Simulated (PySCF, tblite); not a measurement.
# 4-methoxypyridine n-oxide (C₆H₇NO₂): a rotation path, then NMR shifts on frames

Aim: move 4-methoxypyridine n-oxide (C₆H₇NO₂) (`COc1cc[n+]([O-])cc1`) away from its starting geometry and see how NMR shifts follow the geometry.

The runs use tblite 0.8.0 and PySCF 2.14.0, with density-fitted response routines of our own; the level of theory stands in each step. All values are computed, except where a source is named. Atoms are numbered from 0 throughout.

### Step 1. The starting structure

16 atoms, charge 0, multiplicity 1; geometry from: GFN2-xTB.

Bonds of the start (Å): C0–O1 1.41, O1–C2 1.35, C2–C3 1.40, C3–C4 1.37, C4–N5 1.36, N5–O6 1.26, N5–C7 1.35, C7–C8 1.38, C8–C2 1.39, C0–H9 1.09, C0–H10 1.09, C0–H11 1.09, C3–H12 1.08, C4–H13 1.08, C7–H14 1.08, C8–H15 1.08.

### Step 2. The rotation path with GFN2-xTB

The job: settings as JSON, then the geometry in Å.

```
{"job": {"kind": "neb", "xc": "GFN2-xTB", "basis": "xTB", "atoms": [8, 2, 1, 0], "turn": 180}, "charge": 0, "multiplicity": 1}
C      2.658216     0.465345    -0.325244
O      1.669494    -0.431832    -0.773949
C      0.402836    -0.275123    -0.321186
C     -0.552543    -1.185324    -0.786194
C     -1.855725    -1.093219    -0.377022
N     -2.274584    -0.131247     0.482757
O     -3.477358    -0.064412     0.843407
C     -1.359050     0.751033     0.939055
C     -0.035538     0.707475     0.564006
H      2.783244     0.413760     0.760764
H      2.429014     1.494522    -0.618611
H      3.580928     0.150387    -0.808945
H     -0.250307    -1.960294    -1.470831
H     -2.622268    -1.774726    -0.711574
H     -1.738932     1.496611     1.620455
H      0.634973     1.445986     0.971702
```

Method: GFN2-xTB climbing-image nudged elastic band, gas phase.

Started as:

```bash
OMP_NUM_THREADS=1 python probes_run.py task.json out
```

This one command runs all jobs of the session in turn.

The log of the run:

```text
image   E - E0 / eV
  0       0.0000
  1       0.0464
  2       0.1334
  3       0.2020
  4       0.2195
  5       0.1803
  6       0.1201
  7       0.0428
  8      -0.0000
```

It took 7.3 s on 1 thread of Intel Xeon Platinum 8259CL at 2.50GHz, shared host; peak memory 0.19 GiB.

The final band, with the dihedral C8–C2–O1–C0:

```csv
image,dihedral (°),energy (eV),energy (kcal/mol)
0,0,0.000,0.0
1,22,0.046,1.1
2,46,0.133,3.1
3,72,0.202,4.7
4,96,0.219,5.1
5,122,0.180,4.2
6,143,0.120,2.8
7,162,0.043,1.0
8,180,0.000,0.0
```

### Step 3. Nuclear shieldings: image 0, PBE0/pcSseg-1

The job: settings as JSON, then the geometry in Å.

```
{"job": {"kind": "nmr", "xc": "PBE0", "basis": "pcSseg-1", "pop": false}, "charge": 0, "multiplicity": 1}
C      2.658200     0.465300    -0.325200
O      1.669500    -0.431800    -0.773900
C      0.402800    -0.275100    -0.321200
C     -0.552500    -1.185300    -0.786200
C     -1.855700    -1.093200    -0.377000
N     -2.274600    -0.131200     0.482800
O     -3.477400    -0.064400     0.843400
C     -1.359100     0.751000     0.939100
C     -0.035500     0.707500     0.564000
H      2.783200     0.413800     0.760800
H      2.429000     1.494500    -0.618600
H      3.580900     0.150400    -0.808900
H     -0.250300    -1.960300    -1.470800
H     -2.622300    -1.774700    -0.711600
H     -1.738900     1.496600     1.620500
H      0.635000     1.446000     0.971700
```

With the program's defaults for keys left out, this is: GIAO PBE0/pcSseg-1 NMR shielding, non-relativistic, gas phase.

The log of the run:

```text
coarse grid: 14096 points
cycle   1  E = -437.1782284836  dE =  1.929e+00  |g| = 9.601e-01  |ddm| = 3.875e+00
cycle   2  E = -436.3172286925  dE =  8.610e-01  |g| = 2.184e+00  |ddm| = 3.570e+00
cycle   3  E = -437.3097663607  dE = -9.925e-01  |g| = 4.287e-01  |ddm| = 3.093e+00
cycle   4  E = -437.3474348539  dE = -3.767e-02  |g| = 1.762e-01  |ddm| = 5.886e-01
cycle   5  E = -437.3530810376  dE = -5.646e-03  |g| = 6.581e-02  |ddm| = 2.017e-01
cycle   6  E = -437.3541294970  dE = -1.048e-03  |g| = 1.737e-02  |ddm| = 7.581e-02
cycle   7  E = -437.3542013595  dE = -7.186e-05  |g| = 5.235e-03  |ddm| = 1.834e-02
cycle   8  E = -437.3542071729  dE = -5.813e-06  |g| = 9.292e-04  |ddm| = 5.081e-03
final grid: 138264 points
cycle   9  E = -437.4266417541  dE = -2.227e-05  |g| = 1.563e-02  |ddm| = 4.549e-02
cycle  10  E = -437.4265141947  dE =  1.276e-04  |g| = 2.989e-02  |ddm| = 3.867e-02
cycle  11  E = -437.4266848622  dE = -1.707e-04  |g| = 4.249e-03  |ddm| = 3.038e-02
cycle  12  E = -437.4266885889  dE = -3.727e-06  |g| = 7.417e-04  |ddm| = 4.521e-03
cycle  13  E = -437.4266886915  dE = -1.025e-07  |g| = 2.641e-04  |ddm| = 9.340e-04
cycle  14  E = -437.4266887085  dE = -1.708e-08  |g| = 9.605e-05  |ddm| = 3.703e-04
cycle  15  E = -437.4266887108  dE = -2.211e-09  |g| = 2.212e-05  |ddm| = 9.465e-05
cycle  16  E = -437.4266887109  dE = -1.005e-10  |g| = 6.191e-06  |ddm| = 1.981e-05
converged SCF energy = -437.4266887109

GIAO shielding tensors (ppm)
atom      isotropic    diamagn.    paramagn.     s11        s22        s33       span
  0 C      130.753     245.471    -114.718    102.321    110.623    179.313     76.991
  1 O      232.064     396.606    -164.542    126.502    270.602    299.088    172.586
  2 C       28.074     254.693    -226.619    -42.986      8.290    118.919    161.905
  3 C       64.626     256.683    -192.056    -26.866     59.607    161.138    188.003
  4 C       41.827     246.111    -204.284    -35.512     37.131    123.861    159.373
  5 N      -56.739     317.516    -374.255   -167.301   -144.092    141.175    308.477
  6 O      -99.277     397.766    -497.043   -315.155   -137.754    155.077    470.232
  7 C       43.045     247.394    -204.349    -35.589     39.600    125.124    160.713
  8 C       75.375     261.717    -186.342    -15.176     64.237    177.065    192.241
  9 H       28.054      29.524      -1.470     24.915     25.574     33.673      8.758
 10 H       28.050      29.513      -1.463     24.914     25.560     33.677      8.763
 11 H       27.433      27.522      -0.088     23.170     25.962     33.169      9.999
 12 H       24.734      31.434      -6.700     21.597     24.218     28.386      6.789
 13 H       23.536      28.927      -5.391     20.339     23.896     26.372      6.033
 14 H       23.530      29.520      -5.990     20.275     23.696     26.620      6.345
 15 H       25.217      33.508      -8.291     21.703     24.471     29.477      7.775
```

It took 42 s on 1 thread of Intel Xeon Platinum 8259CL at 2.50GHz, shared host; peak memory 0.84 GiB.

Shifts follow as δ = σ(reference) − σ, with reference shieldings (ppm) from runs at the same level and on the same kind of geometry: ¹H TMS 31.72, ¹³C TMS 186.9, ¹⁵N NH3 267.7, ¹⁷O H2O 336.1. The references are single molecules in the gas phase, so shifts against H2O, NH3, PH3, H3PO4 or CFCl3 are not on the usual liquid scales and can be off by tens of ppm. Each atom is listed at this fixed geometry, with no averaging over motion; a spectrum would average atoms that exchange fast.

```csv
atoms,environment,σ (ppm),δ (ppm)
C2,aromatic carbon bearing oxygen,28.1,158.9
C4,aromatic CH next to a ring nitrogen,41.8,145.1
C7,aromatic CH next to a ring nitrogen,43.0,143.9
C3,aromatic CH,64.6,122.3
C8,aromatic CH,75.4,111.5
C0,methyl carbon bonded to O,130.8,56.2
H14,hydrogen on an aromatic CH next to a ring nitrogen,23.53,8.19
H13,hydrogen on an aromatic CH next to a ring nitrogen,23.54,8.18
H12,hydrogen on an aromatic CH,24.73,6.98
H15,hydrogen on an aromatic CH,25.22,6.50
H11,hydrogen on a methyl carbon bonded to O,27.43,4.28
H10,hydrogen on a methyl carbon bonded to O,28.05,3.67
H9,hydrogen on a methyl carbon bonded to O,28.05,3.66
O6,oxygen bonded to N,-99.3,435.4
O1,ether oxygen,232.1,104.0
N5,cationic ring nitrogen,-56.7,324.5
```

Ring of atoms C2, C3, C4, N5, C7, C8: NICS(0) -7.7, NICS(1) -8.6, NICS(1)zz -20.3 ppm (means of both faces).

### Step 4. NMR shieldings: image 2, PBE0/pcSseg-1

The job: settings as JSON, then the geometry in Å.

```
{"job": {"kind": "nmr", "xc": "PBE0", "basis": "pcSseg-1", "pop": false}, "charge": 0, "multiplicity": 1}
C      2.684000     0.292900    -0.243700
O      1.581000    -0.039900    -1.060100
C      0.343900    -0.038000    -0.486800
C     -0.505500    -1.105500    -0.785100
C     -1.768400    -1.158800    -0.257500
N     -2.245800    -0.189200     0.560400
O     -3.398700    -0.266800     1.050500
C     -1.441400     0.865500     0.832000
C     -0.162200     0.965200     0.339400
H      2.778700    -0.425200     0.577600
H      2.622000     1.302800     0.167500
H      3.558200     0.219900    -0.888100
H     -0.151300    -1.891800    -1.431500
H     -2.445700    -1.977300    -0.446300
H     -1.879600     1.620400     1.466900
H      0.423200     1.834800     0.593500
```

Level: GIAO PBE0/pcSseg-1 NMR shielding, non-relativistic, gas phase.

The log of the run:

```text
coarse grid: 14096 points
cycle   1  E = -437.1719108654  dE =  1.916e+00  |g| = 9.678e-01  |ddm| = 3.868e+00
cycle   2  E = -436.3142145481  dE =  8.577e-01  |g| = 2.191e+00  |ddm| = 3.467e+00
cycle   3  E = -437.3045563183  dE = -9.903e-01  |g| = 4.340e-01  |ddm| = 2.993e+00
cycle   4  E = -437.3436569177  dE = -3.910e-02  |g| = 1.737e-01  |ddm| = 5.889e-01
cycle   5  E = -437.3491966289  dE = -5.540e-03  |g| = 6.590e-02  |ddm| = 1.996e-01
cycle   6  E = -437.3502334075  dE = -1.037e-03  |g| = 1.797e-02  |ddm| = 7.485e-02
cycle   7  E = -437.3503090752  dE = -7.567e-05  |g| = 5.103e-03  |ddm| = 1.854e-02
cycle   8  E = -437.3503144361  dE = -5.361e-06  |g| = 8.902e-04  |ddm| = 4.978e-03
final grid: 138264 points
cycle   9  E = -437.4226700941  dE = -1.441e-05  |g| = 1.535e-02  |ddm| = 4.034e-02
cycle  10  E = -437.4225369039  dE =  1.332e-04  |g| = 3.006e-02  |ddm| = 3.914e-02
cycle  11  E = -437.4227114818  dE = -1.746e-04  |g| = 4.344e-03  |ddm| = 3.061e-02
cycle  12  E = -437.4227154135  dE = -3.932e-06  |g| = 6.766e-04  |ddm| = 4.462e-03
cycle  13  E = -437.4227154978  dE = -8.421e-08  |g| = 2.513e-04  |ddm| = 8.495e-04
cycle  14  E = -437.4227155136  dE = -1.586e-08  |g| = 8.924e-05  |ddm| = 3.433e-04
cycle  15  E = -437.4227155154  dE = -1.807e-09  |g| = 1.893e-05  |ddm| = 8.276e-05
cycle  16  E = -437.4227155155  dE = -7.105e-11  |g| = 5.663e-06  |ddm| = 1.742e-05
converged SCF energy = -437.4227155155

GIAO shielding tensors (ppm)
atom      isotropic    diamagn.    paramagn.     s11        s22        s33       span
  0 C      127.314     244.815    -117.502     97.496    102.070    182.375     84.879
  1 O      252.597     397.988    -145.392    155.504    273.804    328.482    172.978
  2 C       26.561     254.071    -227.510    -47.653      9.824    117.511    165.165
  3 C       60.842     257.147    -196.305    -33.854     57.571    158.809    192.663
  4 C       42.190     246.839    -204.649    -34.562     37.421    123.711    158.273
  5 N      -59.756     317.667    -377.423   -169.495   -150.966    141.193    310.687
  6 O     -110.974     397.663    -508.637   -344.697   -147.406    159.181    503.878
  7 C       42.838     247.675    -204.838    -34.940     39.073    124.380    159.319
  8 C       68.030     259.994    -191.964    -28.785     55.919    176.955    205.740
  9 H       28.206      29.534      -1.328     24.503     26.060     34.055      9.552
 10 H       27.672      29.646      -1.973     23.468     26.530     33.019      9.550
 11 H       27.552      27.761      -0.209     23.748     25.560     33.347      9.599
 12 H       24.680      31.773      -7.093     21.897     23.815     28.327      6.430
 13 H       23.564      29.051      -5.487     20.409     23.915     26.366      5.957
 14 H       23.529      29.384      -5.855     20.342     23.772     26.472      6.130
 15 H       24.751      32.683      -7.932     21.336     23.775     29.141      7.805
```

Run time: 42 s. Hardware: 1 thread of Intel Xeon Platinum 8259CL at 2.50GHz, shared host; peak memory 0.86 GiB.

Key values: δ C2 160.4, C4 144.7, C7 144.1, C3 126.1, H14 8.19, H13 8.15 ppm.

[end of part 1 of 2]
